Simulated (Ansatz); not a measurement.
# Ti5WC6: what a guessed cell relaxes into

Where does this trial cell of Ti5WC6 go when cell and atoms are let free, and does the end survive a random kick?

Program: Ansatz 0.2.0. Level of theory: DFT PBE, scalar-relativistic, plane waves, PAW. These are calculated values, not measurements.

### Step 1. Starting point

Symmetry: P4/mmm, No. 123, tetragonal system. The conventional cell has a = 3.069 Å, b = 3.069 Å, c = 12.988 Å, α = 90.00°, β = 90.00°, γ = 90.00°. Ti (site symmetry 4mm) is surrounded by 6 C at 2.12 to 2.20 Å. Ti (site symmetry 4mm) has 6 C at 2.15 to 2.19 Å in its first shell of neighbours. Ti (site symmetry 4/mmm) has 6 C at 2.17 Å in its first shell of neighbours. W (site symmetry 4/mmm) has 6 C at 2.15 to 2.17 Å in its first shell of neighbours. C (site symmetry 4mm) is surrounded by 6 Ti at 2.12 to 2.17 Å. C (site symmetry 4/mmm) is surrounded by 6 Ti at 2.15 to 2.17 Å. C (site symmetry 4mm) is surrounded by 1 W at 2.15 Å and 5 Ti at 2.17 to 2.19 Å. C (site symmetry 4/mmm) is surrounded by 4 W at 2.17 Å and 2 Ti at 2.20 Å.

Coordinates:

```
Ti W C
1.0
     3.06906    0.00000    0.00000
     0.00000    3.06906    0.00000
     0.00000    0.00000   12.98843
Ti W C
5 1 6
Direct
  0.00000 0.00000 0.83040
  0.50000 0.50000 0.66563
  0.00000 0.00000 0.50000
  0.50000 0.50000 0.33437
  0.00000 0.00000 0.16960
  0.50000 0.50000 0.00000
  0.00000 0.00000 0.66680
  0.50000 0.50000 0.50000
  0.00000 0.00000 0.33320
  0.50000 0.50000 0.16591
  0.00000 0.00000 0.00000
  0.50000 0.50000 0.83409
```

The start is the relaxed end of an invented cell (made as: elements ordered on the sites of the TiC type, W/Ti on Ti (P4/mmm, No. 123)), taken up again for a closer look.

### Step 2. The guess as it stands, on a coarse mesh

The input, input.yaml:

```yaml
crystal:
  lattice:
    - [3.0690641, 0.0, 0.0]
    - [0.0, 3.0690641, 0.0]
    - [0.0, 0.0, 12.9884296]
  atoms:
    - { symbol: Ti, position: [0.0, 0.0, 0.830397] }
    - { symbol: Ti, position: [0.5, 0.5, 0.665626] }
    - { symbol: Ti, position: [0.0, 0.0, 0.5] }
    - { symbol: Ti, position: [0.5, 0.5, 0.334374] }
    - { symbol: Ti, position: [0.0, 0.0, 0.169603] }
    - { symbol: W, position: [0.5, 0.5, 0.0] }
    - { symbol: C, position: [0.0, 0.0, 0.666803] }
    - { symbol: C, position: [0.5, 0.5, 0.5] }
    - { symbol: C, position: [0.0, 0.0, 0.333197] }
    - { symbol: C, position: [0.5, 0.5, 0.165906] }
    - { symbol: C, position: [0.0, 0.0, 0.0] }
    - { symbol: C, position: [0.5, 0.5, 0.834094] }
basis:
  ecutwfc: 420
kpoints:
  mp_grid: { grid: [6, 6, 2] }
hamiltonian:
  xc: pbe
scf:
  occupations: { method: gaussian, width: 0.1 }
  lower_state_search: "off"
output:
  forces: true
  stress: true
  eigenvalues: true
```

Command:

```
$ ansatz run input.yaml --threads 4 --pin off --max-ram 8192MiB --backend cpu --events-out ev --progress --plain --runs-dir out
```

Further runs follow: spin check on a coarse mesh; full relaxation; kick test: the unmoved cell on a coarse mesh; random kick, then relaxation.

Q: Predict the outcome of this session. Wanted: conventional cell; volume; energy over the elements; gap on the mesh.

**Answer**, as computed:

| quantity | value |
| --- | --- |
| symmetry at the end (tolerance 0.05 Å) | space group P4/mmm (No. 123) |
| conventional cell | a = 3.069 Å, b = 3.069 Å, c = 12.988 Å, α = 90.00°, β = 90.00°, γ = 90.00° |
| volume | 10.20 Å³/atom |
| energy over the elements | -0.70 eV/atom |
| gap on the mesh | none (metal) |

In words: The space group P4/mmm (No. 123) is kept, at nearly the size of the first guess. A negative formation energy is needed for stability but isn't enough; other structures and compounds were not set against it here. It survived the kick, though modes of other wave vectors, which need another repeat, weren't probed. Spin-orbit coupling is left out for W. Other magnetic orders were not searched.
